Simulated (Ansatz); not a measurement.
# Ta2Si3: the cost of one run

Computed with Ansatz 0.2.0 (DFT PBE, scalar-relativistic, plane waves, PAW, unless a step's input says otherwise).

## Step 1: The starting structure

Symmetry: P4/mmm, No. 123, tetragonal system. Conventional cell: a = 4.348 Å, b = 4.348 Å, c = 4.423 Å, α = 90.00°, β = 90.00°, γ = 90.00°. Ta (site symmetry mmm) has 10 Si at 2.17 to 3.10 Å and 4 Ta at 3.07 Å as nearest neighbours. Around Si (site symmetry 4/mmm) lie 2 Si at 2.21 Å. Si (site symmetry 4/mmm) has 4 Ta at 2.17 Å and 2 Si at 2.21 Å as nearest neighbours. Si (site symmetry 4/mmm) is surrounded by 4 Si at 3.07 Å and 8 Ta at 3.10 Å.

Structure file:

```cif
data_structure
_symmetry_space_group_name_H-M 'P 1'
_symmetry_Int_Tables_number 1
_cell_length_a 4.3482
_cell_length_b 4.3482
_cell_length_c 4.4234
_cell_angle_alpha 90.000
_cell_angle_beta 90.000
_cell_angle_gamma 90.000
_cell_volume 83.63
loop_
_atom_site_label
_atom_site_type_symbol
_atom_site_fract_x
_atom_site_fract_y
_atom_site_fract_z
_atom_site_occupancy
Ta1 Ta 0.00000 0.50000 0.50000 1
Ta2 Ta 0.50000 0.00000 0.50000 1
Si1 Si 0.50000 0.50000 0.00000 1
Si2 Si 0.50000 0.50000 0.50000 1
Si3 Si 0.00000 0.00000 0.00000 1
```

A structure generator made this guess: random cell by space group and Wyckoff sites (P4/mmm, No. 123). Its size is a rough estimate.

## Step 2: A first look at the guess

input.yaml

```yaml
crystal:
  lattice:
    - [4.34819687, 0.0, 0.0]
    - [0.0, 4.34819687, 0.0]
    - [0.0, 0.0, 4.42335193]
  atoms:
    - { symbol: Ta, position: [0.0, 0.5, 0.5] }
    - { symbol: Ta, position: [0.5, 0.0, 0.5] }
    - { symbol: Si, position: [0.5, 0.5, 0.0] }
    - { symbol: Si, position: [0.5, 0.5, 0.5] }
    - { symbol: Si, position: [0.0, 0.0, 0.0] }
basis:
  ecutwfc: 420
kpoints:
  mp_grid: { grid: [4, 4, 4] }
hamiltonian:
  xc: pbe
scf:
  occupations: { method: gaussian, width: 0.1 }
  lower_state_search: "off"
output:
  forces: true
  stress: true
  eigenvalues: true
```

Launch:

```bash
$ ansatz run input.yaml --threads 1 --pin off --max-ram 2560MiB --backend cpu --events-out ev --progress --plain --runs-dir out
```

Q: Estimate wall time and peak memory on 1 thread of Arm Neoverse V2, shared host.

About 2.1 s, with a peak of 0.32 GiB.
